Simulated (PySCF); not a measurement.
# A diatomic session: SnF−

The task here is to estimate one member of a computed series from the others.

Computed with PySCF 2.14.0. Level: Sn aug-cc-pVDZ-PP with ECP28, F aug-cc-pVDZ, scalar-relativistic core potentials.

1 further run of the same task is left out (set aside as unsound or not needed).

Set-up of the first run:

The job is set up so:

```yaml
atoms: Sn, F
charge: -1
basis: Sn aug-cc-pVDZ-PP with ECP28, F aug-cc-pVDZ
Hamiltonian: scalar-relativistic core potentials
basis_functions: 55
electrons_treated: 32
masses_in_u: 119.9022, 18.9984
levels: PBE0, PBE, r²SCAN, B3LYP, TPSSh, BLYP, LC-ωPBE, HF, MP2, SCS-MP2
grid: 80 radial by 434 angular points
occupations: held fixed by the projection of orbital angular momentum
dissociation_limit: Sn + F−, each in its ground configuration
starting_distance_in_angstrom: 2.065
values_of_2S_to_try: 0, 2
```

Run with:

```bash
$ OMP_NUM_THREADS=1 python dia.py task.json out
```

Among the steps run: The job; PBE0 along the bond; Higher solutions at PBE0; PBE (GGA); r²SCAN (meta-GGA); B3LYP; TPSSh (hybrid meta-GGA); BLYP (GGA); LC-ωPBE; UHF.

One of the session's tables, all rows but one given; the rest of the session is left out.

Energy (eV) from each level's lowest point:

| R (Å) | UHF | UHF-MP2 | UHF-SCS-MP2 | PBE | BLYP |
| --- | --- | --- | --- | --- | --- |
| 1.782 | 0.716 | 0.844 | 0.861 | 0.929 | 1.006 |
| 1.865 | 0.273 | 0.360 | 0.371 | 0.421 | 0.474 |
| 1.948 | 0.059 | 0.107 | 0.114 | 0.143 | 0.175 |
| 2.010 | 0.000 | 0.022 | 0.025 | 0.039 | 0.057 |
| 2.072 | 0.001 | 0.000 | 0.000 | 0.000 | 0.004 |
| 2.134 | ? | ? | ? | ? | ? |
| 2.217 | 0.148 | 0.105 | 0.097 | 0.068 | 0.046 |
| 2.321 | 0.318 | 0.255 | 0.242 | 0.196 | 0.157 |
| 2.445 | 0.547 | 0.470 | 0.451 | 0.387 | 0.331 |
| 2.611 | 0.850 | 0.770 | 0.743 | 0.659 | 0.583 |

Q: Estimate the row for R (Å) = 2.134 from the others.

Worked estimate for «UHF». A straight line through the neighbours (2.072, 0.001) and (2.217, 0.148) gives 0.001 + (0.148 − 0.001) × (2.134 − 2.072) / (2.217 − 2.072) = 0.064; a parabola fitted to 4 rows on both sides gives 0.049.

The run gave: UHF: 0.045; UHF-MP2: 0.024; UHF-SCS-MP2: 0.020; PBE: 0.007; BLYP: 0.000. In «UHF» the line misses by +0.019 and the parabola by +0.004.
